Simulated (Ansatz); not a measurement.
I need a ladder of methods at one geometry of C2H6GeOSi, SMILES C#[C][GeH2][O][SiH3]. Use Ansatz's Python interface. Level of theory (for the species named): r2scan0, def2-SVP basis, multiplicity 1. The script varies functional: r2scan0, pbe, pbe0, lc_wpbe, lda, revpbe.

Input file `c2h6geosi.xyz`:
```text
11

C     3.29510    0.35520    0.90750
C     2.19250    0.34000    0.42120
Ge    0.46010    0.31580   -0.34230
O    -0.64660   -0.58940    0.73740
Si   -2.17770   -0.55080   -0.04290
H     4.26330    0.36850    1.33450
H    -0.03610    1.77580   -0.50880
H     0.53180   -0.37420   -1.72940
H    -3.15570   -1.27670    0.78060
H    -2.63320    0.83990   -0.19870
H    -2.09330   -1.20400   -1.35900
```

Script `methods_c2h6geosi.py`:
```python
'''One geometry of C2H6GeOSi, method by method.'''

from pathlib import Path

import ansatz as az
import numpy as np

molecule = az.Crystal.molecule_from_extxyz('c2h6geosi.xyz')

job = molecule.calculation().basis(gaussian='def2-SVP')

print('functional    E (Ha)        dipole (D)   HOMO (eV)  LUMO (eV)')
for name in ['r2scan0', 'pbe', 'pbe0', 'lc_wpbe', 'lda', 'revpbe']:
    summary = job.functional(name).forces().orbitals().run(threads=1, pin='off', runs_dir='runs').report
    lines = Path(summary['orbitals_path']).read_text().splitlines()
    field_of = lambda key: [line.split('=')[1].strip() for line in lines if line.startswith(key)]
    orbitals = [(27.211386 * float(e), s, float(n)) for e, s, n in zip(field_of('Ene='), field_of('Spin='), field_of('Occup='))]
    homo = max(e for e, _, n in orbitals if n > 0.5)
    lumo = min(e for e, _, n in orbitals if n < 0.5)
    dipole = 4.803205 * np.linalg.norm(summary['charge_distribution']['dipole_moment_e_ang'])
    print(f'{name:10s} {summary["free_energy_ev"] / 27.211386246:14.6f} {dipole:9.3f} {homo:11.3f} {lumo:10.3f}')
```

Output of `python methods_c2h6geosi.py`:
```text
functional    E (Ha)        dipole (D)   HOMO (eV)  LUMO (eV)
r2scan0      -2520.867343     1.116      -8.478     -0.469
pbe          -2520.370971     0.960      -6.967     -1.507
pbe0         -2520.465171     1.072      -8.276     -0.601
lc_wpbe      -2520.562630     1.124     -11.053      1.691
lda          -2515.408291     1.031      -7.071     -1.765
revpbe       -2520.760336     0.947      -6.928     -1.401
```

Total energies depend on the basis set; only differences at equal settings carry meaning. The geometry is a force-field or estimated start, not a minimum of this method, and the basis set is short of its limit. A lower total doesn't mark the better method: functionals have no common bound, and MP2 and coupled cluster aren't variational. Levels such as HOMO and LUMO are orbital energies: with these approximate functionals they aren't the ionisation energy and electron affinity, and their gap isn't the fundamental gap. The whole script took 14 s on 1 thread of AMD EPYC 9R45 96-Core Processor (Zen 5), with other jobs on the host, peak memory 0.38 GiB.

(Lines on the test bed's own set-up are left out of the output.)
